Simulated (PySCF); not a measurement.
# AsH₈NSi₂: NMR shifts at several levels of theory, part 2 of 2

PySCF 2.14.0. Atoms count from 0. Earlier steps stand in the parts before.

## (9) Shielding tensors: KT3/pcSseg-2

What the job is given:

```
{"job": {"kind": "nmr", "xc": "KT3", "basis": "pcSseg-2", "pop": false}, "charge": 0, "multiplicity": 1}
N      1.943763     0.603920     0.794122
Si     1.270755    -0.706773    -0.110288
As    -0.537181    -0.052915    -1.532629
Si    -1.914782     0.464355     0.315501
H      1.441218     0.966953     1.596552
H      2.439025     1.346898     0.313789
H      2.332726    -1.261929    -1.002118
H      0.813254    -1.742232     0.864867
H     -1.081436    -1.475171    -1.646091
H     -3.317966     0.709988    -0.134528
H     -1.386155     1.721951     0.931367
H     -1.921794    -0.600316     1.367962
```

Level: GIAO KT3/pcSseg-2 NMR shielding, non-relativistic, gas phase.

Output:

```text
coarse grid: 45056 points
cycle   1  E = -2888.3544869864  dE = -8.630e-01  |g| = 6.915e-01  |ddm| = 2.531e+00
cycle   2  E = -2888.1888174196  dE =  1.657e-01  |g| = 9.737e-01  |ddm| = 1.115e+00
cycle   3  E = -2888.4029582340  dE = -2.141e-01  |g| = 2.546e-01  |ddm| = 9.396e-01
cycle   4  E = -2888.4182205474  dE = -1.526e-02  |g| = 5.032e-02  |ddm| = 2.536e-01
cycle   5  E = -2888.4190064162  dE = -7.859e-04  |g| = 3.364e-02  |ddm| = 1.069e-01
cycle   6  E = -2888.4192376446  dE = -2.312e-04  |g| = 5.267e-03  |ddm| = 3.158e-02
cycle   7  E = -2888.4192420454  dE = -4.401e-06  |g| = 1.443e-03  |ddm| = 5.550e-03
final grid: 90896 points
cycle   8  E = -2888.4191261119  dE =  2.244e-07  |g| = 1.891e-03  |ddm| = 5.742e-03
cycle   9  E = -2888.4191248637  dE =  1.248e-06  |g| = 2.722e-03  |ddm| = 4.878e-03
cycle  10  E = -2888.4191273244  dE = -2.461e-06  |g| = 3.008e-04  |ddm| = 2.970e-03
cycle  11  E = -2888.4191273498  dE = -2.546e-08  |g| = 4.653e-05  |ddm| = 3.482e-04
cycle  12  E = -2888.4191273502  dE = -3.556e-10  |g| = 9.806e-06  |ddm| = 4.087e-05
converged SCF energy = -2888.4191273502

GIAO shielding tensors (ppm)
atom      isotropic    diamagn.    paramagn.     s11        s22        s33       span
  0 N      248.226     320.687     -72.461    227.302    242.069    275.306     48.005
  1 Si     379.047     880.065    -501.018    326.919    389.238    420.983     94.064
  2 As    1952.248    2885.844    -933.596   1798.388   1877.058   2181.299    382.912
  3 Si     429.574     881.726    -452.152    390.182    428.952    469.588     79.405
  4 H       31.037      32.892      -1.855     24.068     28.586     40.456     16.389
  5 H       31.372      31.454      -0.082     24.763     27.565     41.787     17.024
  6 H       25.839      28.474      -2.634     21.486     24.945     31.087      9.601
  7 H       25.830      29.730      -3.900     21.588     25.199     30.702      9.114
  8 H       30.088      31.010      -0.922     23.473     24.134     42.657     19.185
  9 H       27.180      28.450      -1.269     23.488     24.903     33.150      9.661
 10 H       27.519      30.213      -2.694     24.230     25.940     32.387      8.157
 11 H       27.138      29.664      -2.526     23.840     24.947     32.628      8.787
```

Wall time 56 s (1 thread of Arm Neoverse V1, shared host); peak memory 1.2 GiB.

In short: δ N0 10.5, Si1 -20.8, Si3 -71.3, As2 -53, H6 5.52, H9 4.07 ppm (means over like atoms).

## (10) Shielding tensors: B97-D/pcSseg-2

Same as in step 9 but for these lines:

```diff
@@ -1,2 +1,2 @@
-{"job": {"kind": "nmr", "xc": "KT3", "basis": "pcSseg-2", "pop": false}, "charge": 0, "multiplicity": 1}
+{"job": {"kind": "nmr", "xc": "B97-D", "basis": "pcSseg-2", "pop": false}, "charge": 0, "multiplicity": 1}
 N      1.943763     0.603920     0.794122
```

Method: GIAO B97-D/pcSseg-2 NMR shielding, non-relativistic, gas phase.

Output:

```text
coarse grid: 45056 points
cycle   1  E = -2875.5811020879  dE = -8.783e-01  |g| = 8.627e-01  |ddm| = 2.569e+00
cycle   2  E = -2875.4095829344  dE =  1.715e-01  |g| = 1.089e+00  |ddm| = 1.062e+00
cycle   3  E = -2875.6217240763  dE = -2.121e-01  |g| = 3.675e-01  |ddm| = 9.428e-01
cycle   4  E = -2875.6521490761  dE = -3.042e-02  |g| = 5.874e-02  |ddm| = 2.807e-01
cycle   5  E = -2875.6526394908  dE = -4.904e-04  |g| = 2.718e-02  |ddm| = 9.451e-02
cycle   6  E = -2875.6529107317  dE = -2.712e-04  |g| = 9.577e-03  |ddm| = 4.186e-02
cycle   7  E = -2875.6529243211  dE = -1.359e-05  |g| = 1.410e-03  |ddm| = 7.016e-03
cycle   8  E = -2875.6529247145  dE = -3.935e-07  |g| = 5.447e-04  |ddm| = 1.825e-03
final grid: 90896 points
cycle   9  E = -2875.6528269030  dE = -2.805e-07  |g| = 9.871e-04  |ddm| = 4.961e-03
cycle  10  E = -2875.6528264621  dE =  4.409e-07  |g| = 1.741e-03  |ddm| = 2.532e-03
cycle  11  E = -2875.6528271679  dE = -7.058e-07  |g| = 1.413e-04  |ddm| = 1.497e-03
cycle  12  E = -2875.6528271725  dE = -4.597e-09  |g| = 4.229e-05  |ddm| = 1.484e-04
cycle  13  E = -2875.6528271729  dE = -4.252e-10  |g| = 1.327e-05  |ddm| = 4.278e-05
converged SCF energy = -2875.6528271729

GIAO shielding tensors (ppm)
atom      isotropic    diamagn.    paramagn.     s11        s22        s33       span
  0 N      246.724     322.045     -75.322    226.255    241.105    272.811     46.556
  1 Si     357.647     878.851    -521.204    304.030    370.791    398.120     94.090
  2 As    1885.064    2883.140    -998.077   1724.920   1809.297   2120.974    396.054
  3 Si     406.634     880.486    -473.852    364.642    405.036    450.223     85.580
  4 H       31.057      33.043      -1.986     24.179     28.618     40.374     16.196
  5 H       31.371      31.601      -0.229     24.873     27.558     41.683     16.810
  6 H       25.832      28.562      -2.730     21.484     24.962     31.050      9.566
  7 H       25.834      29.777      -3.943     21.600     25.237     30.665      9.065
  8 H       30.044      30.660      -0.616     23.525     24.194     42.414     18.889
  9 H       27.133      28.563      -1.430     23.501     24.881     33.017      9.515
 10 H       27.480      30.278      -2.798     24.239     25.943     32.259      8.020
 11 H       27.103      29.742      -2.639     23.876     24.942     32.491      8.615
```

Run time: 62 s. Hardware: 1 thread of Arm Neoverse V1, shared host; peak memory 1.2 GiB.

Key values: δ N0 11.2, Si1 -21.1, Si3 -70.1, As2 -43, H6 5.56, H9 4.16 ppm (means over like atoms).

## (11) Shielding tensors: B3LYP/pcSseg-2

Same as in step 10 but for these lines:

```diff
@@ -1,2 +1,2 @@
-{"job": {"kind": "nmr", "xc": "B97-D", "basis": "pcSseg-2", "pop": false}, "charge": 0, "multiplicity": 1}
+{"job": {"kind": "nmr", "xc": "B3LYP", "basis": "pcSseg-2", "pop": false}, "charge": 0, "multiplicity": 1}
 N      1.943763     0.603920     0.794122
```

With the program's defaults for keys left out, this is: GIAO B3LYP/pcSseg-2 NMR shielding, non-relativistic, gas phase.

Output:

```text
coarse grid: 45056 points
cycle   1  E = -2874.5982798629  dE = -9.071e-01  |g| = 1.002e+00  |ddm| = 2.539e+00
cycle   2  E = -2874.5340951252  dE =  6.418e-02  |g| = 1.022e+00  |ddm| = 7.150e-01
cycle   3  E = -2874.6493774300  dE = -1.153e-01  |g| = 2.469e-01  |ddm| = 5.621e-01
cycle   4  E = -2874.6618573825  dE = -1.248e-02  |g| = 6.043e-02  |ddm| = 1.784e-01
cycle   5  E = -2874.6624025216  dE = -5.451e-04  |g| = 7.982e-03  |ddm| = 3.539e-02
cycle   6  E = -2874.6624138599  dE = -1.134e-05  |g| = 2.166e-03  |ddm| = 8.690e-03
cycle   7  E = -2874.6624152547  dE = -1.395e-06  |g| = 5.125e-04  |ddm| = 2.917e-03
final grid: 90896 points
cycle   8  E = -2874.6623193723  dE = -1.395e-07  |g| = 6.091e-04  |ddm| = 3.570e-03
cycle   9  E = -2874.6623193198  dE =  5.258e-08  |g| = 8.243e-04  |ddm| = 1.465e-03
cycle  10  E = -2874.6623194819  dE = -1.621e-07  |g| = 1.044e-04  |ddm| = 7.613e-04
cycle  11  E = -2874.6623194830  dE = -1.182e-09  |g| = 1.243e-05  |ddm| = 6.923e-05
cycle  12  E = -2874.6623194831  dE = -3.729e-11  |g| = 7.098e-06  |ddm| = 1.532e-05
converged SCF energy = -2874.6623194831

GIAO shielding tensors (ppm)
atom      isotropic    diamagn.    paramagn.     s11        s22        s33       span
  0 N      248.163     321.628     -73.465    227.198    242.612    274.680     47.482
  1 Si     346.012     877.297    -531.285    292.191    359.109    386.736     94.545
  2 As    1910.725    2880.776    -970.051   1745.546   1834.491   2152.137    406.591
  3 Si     396.566     879.036    -482.471    353.831    395.911    439.955     86.125
  4 H       31.031      33.044      -2.013     24.044     28.504     40.545     16.500
  5 H       31.344      31.666      -0.322     24.742     27.444     41.845     17.102
  6 H       25.902      28.426      -2.524     21.534     24.978     31.194      9.660
  7 H       25.918      29.431      -3.513     21.692     25.266     30.796      9.103
  8 H       30.170      30.701      -0.531     23.546     24.223     42.742     19.197
  9 H       27.153      28.461      -1.308     23.440     24.864     33.156      9.717
 10 H       27.492      29.952      -2.459     24.158     25.922     32.396      8.238
 11 H       27.134      29.429      -2.295     23.825     24.991     32.587      8.762
```

Run time: 66 s. Hardware: 1 thread of Arm Neoverse V1, shared host; peak memory 1.3 GiB.

In short: δ N0 10.4, Si1 -21.4, Si3 -72.0, As2 -45, H6 5.48, H9 4.13 ppm (means over like atoms).

## (12) Side by side: NMR shifts

Shifts (ppm) of some atoms, chosen among heavy atoms and hydrogens apart, means over like atoms, with basis size and wall time:

| run | H6 | H9 | H8 | N0 | Si1 | Si3 | As2 | functions | time |
| --- | --- | --- | --- | --- | --- | --- | --- | --- | --- |
| HF/pcSseg-2 | 4.97 | 3.95 | 0.94 | -0.5 | -24.3 | -64.2 | -111 | 297 | 56 s |
| LDA/pcSseg-2 | 6.03 | 4.41 | 1.73 | 16.6 | -19.7 | -83.5 | -3 | 297 | 56 s |
| PBE/pcSseg-2 | 5.78 | 4.27 | 1.44 | 13.3 | -21.3 | -77.3 | -39 | 297 | 62 s |
| BLYP/pcSseg-2 | 5.66 | 4.20 | 1.31 | 14.5 | -21.5 | -74.6 | -23 | 297 | 68 s |
| BP86/pcSseg-2 | 5.76 | 4.27 | 1.45 | 12.2 | -21.1 | -75.3 | -41 | 297 | 75 s |
| OPBE/pcSseg-2 | 5.67 | 4.22 | 1.46 | 10.6 | -21.2 | -72.5 | -76 | 297 | 74 s |
| KT2/pcSseg-2 | 5.76 | 4.21 | 1.44 | 10.9 | -20.4 | -77.0 | -34 | 297 | 63 s |
| KT3/pcSseg-2 | 5.52 | 4.07 | 1.27 | 10.5 | -20.8 | -71.3 | -53 | 297 | 56 s |
| B97-D/pcSseg-2 | 5.56 | 4.16 | 1.35 | 11.2 | -21.1 | -70.1 | -43 | 297 | 62 s |
| B3LYP/pcSseg-2 | 5.48 | 4.13 | 1.22 | 10.4 | -21.4 | -72.0 | -45 | 297 | 66 s |

## (13) Summary of results

The summary covers parts 1 to 2.

```
                                                            quantity                       value
1H shifts against TMS (HF/pcSseg-2, means over atoms taken as alike)  4.97, 3.95, 0.94, 0.42 ppm
                                15N shifts against NH3 (HF/pcSseg-2)                    -0.5 ppm
                               29Si shifts against TMS (HF/pcSseg-2)            -24.3, -64.2 ppm
                              75As shifts against AsH3 (HF/pcSseg-2)                    -111 ppm
                                           range of the shift of As2              -111 to -3 ppm
```

**Reading.** Single values in the summary come from the first run of each kind that ended normally (HF/pcSseg-2), which need not be the best level. At HF/pcSseg-2: The largest span, 421 ppm, is at As2, where the paramagnetic term is -799 ppm. In ppm, As2 moves most: its shift spreads over 108 ppm, from -111 (HF/pcSseg-2) to -3 (LDA/pcSseg-2). Spin-orbit coupling is left out, which matters for shieldings and couplings at and beside the heavy atoms.
